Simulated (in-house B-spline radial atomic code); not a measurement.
**Excited states and polarisability of Pd⁴⁴⁺ by several methods**

The task here is to estimate one member of a computed series from the others.

Method: linear response of a closed shell, each method with its own adiabatic kernel; spin-free one-electron X2C, finite nucleus; B-spline basis; no spin-orbit coupling, no double excitations; only terms of natural parity, (−1)^L, with L up to 3 are computed. Code: in-house B-spline radial atomic code version 1.

## Starting point

* element: palladium (Z = 46)
* charge: +44
* configuration: 1s2
* runs: TDHF; PBE; BHandHLYP; BLYP; HSE06; LC-ωPBE

The outer shells:

Pd⁴⁴⁺
```
1s [↑↓]
```

Set-up of the first run:

Input settings:

```ini
Z = 46
electrons = 2.0
configuration = 1s2
hamiltonian = x2c
method = hf
box_radius = 2.95
rms_radius = 4.5318
intervals = 64
```

Launch:

```bash
> python run_td.py task.json out
```

The settings of every run stand in task.json; they run in order.

Among the steps run: TDHF.

One table of the session follows, with a row left open; its other results are not shown here.

It belongs to the step «TDHF». 

| state | full (eV) | Tamm-Dancoff (eV) |
| --- | --- | --- |
| 1s→2s ³S | 21597.0 | 21597.1 |
| 1s→2s ¹S | 21660.9 | 21661.0 |
| 1s→2p ³P | 21789.6 | 21789.6 |
| 1s→2p ¹P | 21831.4 | 21831.4 |
| 1s→3s ³S | 25646.2 | 25646.2 |
| 1s→3s ¹S | 25662.9 | 25662.9 |
| 1s→3p ³P | 25702.0 | 25702.0 |
| 1s→3p ¹P | 25713.4 | 25713.4 |
| 1s→3d ³D | ? | ? |
| 1s→3d ¹D | 25741.3 | 25741.3 |
| 1s→4s ³S | 27047.4 | 27047.4 |
| 1s→4s ¹S | 27054.1 | 27054.1 |
| 1s→4p ³P | 27070.7 | 27070.7 |
| 1s→4p ¹P | 27075.3 | 27075.3 |

Q: Estimate the row for 1s→3d ³D from the others.

As computed: full (eV): 25740.8; Tamm-Dancoff (eV): 25740.8. In the column «full (eV)» it lies between 1s→3p ¹P (25713.4) and 1s→3d ¹D (25741.3).
